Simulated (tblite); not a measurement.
# CH15NSi5: the cost of one run

Computed with tblite 0.8.0 and PySCF 2.14.0, with density-fitted response routines of our own, on a single molecule, in the gas phase or a continuum. Atoms count from 0, in the outputs and in this text.

### 1 Starting geometry

22 atoms, charge 0, multiplicity 1; geometry from: force field or distance geometry start.

Bonds of the start (Å): Si0–N1 1.76, N1–Si2 1.75, N1–C3 1.53, C3–Si4 1.91, C3–Si5 1.91, C3–Si6 1.88, Si0–H7 1.49, Si0–H8 1.48, Si0–H9 1.48, Si2–H10 1.47, Si2–H11 1.48, Si2–H12 1.48, Si4–H13 1.50, Si4–H14 1.49, Si4–H15 1.49, Si5–H16 1.48, Si5–H17 1.48, Si5–H18 1.48, Si6–H19 1.49, Si6–H20 1.49, Si6–H21 1.49.

### 2 Relaxing the molecule with GFN2-xTB

The job: settings as JSON, then the geometry in Å.

```
{"job": {"kind": "relax", "xc": "GFN2-xTB", "basis": "xTB"}, "charge": 0, "multiplicity": 1}
Si     2.277400     0.662200     0.627900
N      0.970000     0.004300    -0.341500
Si     1.744100    -1.446400    -0.945500
C     -0.518900     0.159900    -0.039000
Si    -1.130300     1.940900     0.256400
Si    -1.709400    -0.329200    -1.453500
Si    -1.196200    -0.780300     1.445800
H      1.881000     2.027300     1.058300
H      3.523800     0.799600    -0.154100
H      2.439800    -0.175400     1.840700
H      3.023300    -1.143800    -1.612600
H      1.872400    -2.419300     0.160000
H      0.844200    -2.024400    -1.966000
H     -0.702600     2.822100    -0.875600
H     -2.607600     2.057800     0.407800
H     -0.540400     2.504800     1.504300
H     -1.623700    -1.785100    -1.717100
H     -3.134100    -0.043200    -1.156000
H     -1.328600     0.373200    -2.702800
H     -0.952900    -2.240300     1.296600
H     -2.655900    -0.573800     1.675100
H     -0.485900    -0.371300     2.689900
```

Launch:

```console
OMP_NUM_THREADS=1 python probes_run.py task.json out
```

The driver reads the jobs from task.json and runs them one after another.

**Question.** How long does this first job take on 1 thread of Arm Neoverse N1, shared host, and how much memory does it need?

About 2.5 s, with a peak of 0.18 GiB.
